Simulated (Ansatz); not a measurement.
# BaFeO3: further runs on the relaxed cell

One table from this session's results is given with a row withheld; the runs are named, their logs left out.

The COD entry's cell or inner coordinates are ideal or old and differ from later refinements, so a difference from it is no clean test against experiment.

Computed with Ansatz 0.2.0 (DFT PBEsol, scalar-relativistic, plane waves, PAW, unless a step's input says otherwise).

2 further runs of the same task are left out: 2 set aside as unsound or not needed.

## Starting point

It takes space group Pm-3m (No. 221, cubic). Conventional cell: a = 3.885 Å, b = 3.885 Å, c = 3.885 Å, α = 90.00°, β = 90.00°, γ = 90.00°. Around Ba (site symmetry m-3m) lie 12 O at 2.75 Å. Fe (site symmetry m-3m) is surrounded by 6 O at 1.94 Å. Around O (site symmetry 4/mmm) lie 2 Fe at 1.94 Å and 4 Ba at 2.75 Å.

Coordinates:

```cif
data_structure
_symmetry_space_group_name_H-M 'P 1'
_symmetry_Int_Tables_number 1
_cell_length_a 3.8847
_cell_length_b 3.8847
_cell_length_c 3.8847
_cell_angle_alpha 90.000
_cell_angle_beta 90.000
_cell_angle_gamma 90.000
_cell_volume 58.62
loop_
_atom_site_label
_atom_site_type_symbol
_atom_site_fract_x
_atom_site_fract_y
_atom_site_fract_z
_atom_site_occupancy
Ba1 Ba 0.00000 0.00000 0.00000 1
Fe1 Fe 0.50000 0.50000 0.50000 1
O1 O 0.50000 0.50000 0.00000 1
O2 O 0.00000 0.50000 0.50000 1
O3 O 0.50000 0.00000 0.50000 1
```

It is the result of an earlier relaxation at this level (volume 11.72 Å³/atom; gap on the mesh: none (metal), site moments up to 2.7 μB).

The first run:

input.yaml

```yaml
crystal:
  lattice:
    - [3.8846583, 0.0, 0.0]
    - [0.0, 3.8846583, 0.0]
    - [0.0, 0.0, 3.8846583]
  atoms:
    - { symbol: Ba, position: [0.0, 0.0, 0.0] }
    - { symbol: Fe, position: [0.5, 0.5, 0.5], spin: 2.92 }
    - { symbol: O, position: [0.5, 0.5, 0.0], spin: 0.18 }
    - { symbol: O, position: [0.0, 0.5, 0.5], spin: 0.18 }
    - { symbol: O, position: [0.5, 0.0, 0.5], spin: 0.18 }
basis:
  ecutwfc: 420
kpoints:
  mp_grid: { grid: [10, 10, 10] }
  band_path:
    path:
      - [[0.0, 0.0, 0.0], [0.0, 0.5, 0.0], [0.5, 0.5, 0.0], [0.0, 0.0, 0.0], [0.5, 0.5, 0.5], [0.0, 0.5, 0.0]]
      - [[0.5, 0.5, 0.5], [0.5, 0.5, 0.0]]
    npoints: 14
hamiltonian:
  xc: pbesol
scf:
  occupations: { method: gaussian, width: 0.1 }
  n_extra_bands: 12
output:
  forces: true
  stress: true
  eigenvalues: true
  populations: true
  dos: { projected: true, de: 0.02, nscf_kmesh: { grid: [15, 15, 15] } }
  bader: true
  write_density: true
  write_potential: true
  elf: true
  volumetric_format: npy
magnetization:
  spin_polarized: true
checkpoint:
  read: start.run
  write: ck
  compress: false
  write_wavefunctions: false
  write_every: 100000
```

Run with:

```bash
> ansatz run input.yaml --threads 1 --pin off --max-ram 2560MiB --backend cpu --events-out ev --progress --plain --runs-dir out
```

Among the steps run: Static run: bands, density of states and charges; The cell as listed, for comparison; Volume × 0.97; Point at V/V0 = 1.03; Point at V/V0 = 0.94; Volume × 1.06; Point at V/V0 = 0.91; Volume × 1.10; The cell scaled to 0.88 of its volume.

One of the session's tables, all rows but one given; the rest of the session is left out.

It belongs to the step «Fit of the equation of state». 

| volume (Å³/atom) | energy above the lowest point (meV/atom) | pressure (GPa) | largest moment (μB) |
| --- | --- | --- | --- |
| 10.317 | 112.5 | 28.60 | 2.46 |
| 10.669 | ? | ? | ? |
| 11.021 | 24.7 | 11.98 | 2.58 |
| 11.373 | 5.7 | 5.45 | 2.62 |
| 11.724 | 0.0 | -0.03 | 2.66 |
| 12.076 | 5.4 | -4.62 | 2.70 |
| 12.428 | 20.0 | -8.38 | 2.76 |
| 12.897 | 50.7 | -12.32 | 2.86 |

**Question.** Estimate the row for volume (Å³/atom) = 10.669.

Worked estimate for «energy above the lowest point (meV/atom)». A straight line through the neighbours (10.317, 112.5) and (11.021, 24.7) gives 112.5 + (24.7 − 112.5) × (10.669 − 10.317) / (11.021 − 10.317) = 68.6; a parabola fitted to 3 rows on both sides gives 60.3.

As computed: energy above the lowest point (meV/atom): 59.4; pressure (GPa): 19.66; largest moment (μB): 2.53. In «energy above the lowest point (meV/atom)» the line misses by +9.2 and the parabola by +0.9.

Caveats from the session: Without a U such compounds often come out metallic though many are antiferromagnetic insulators. Warnings in the runs' records: stability check not made.
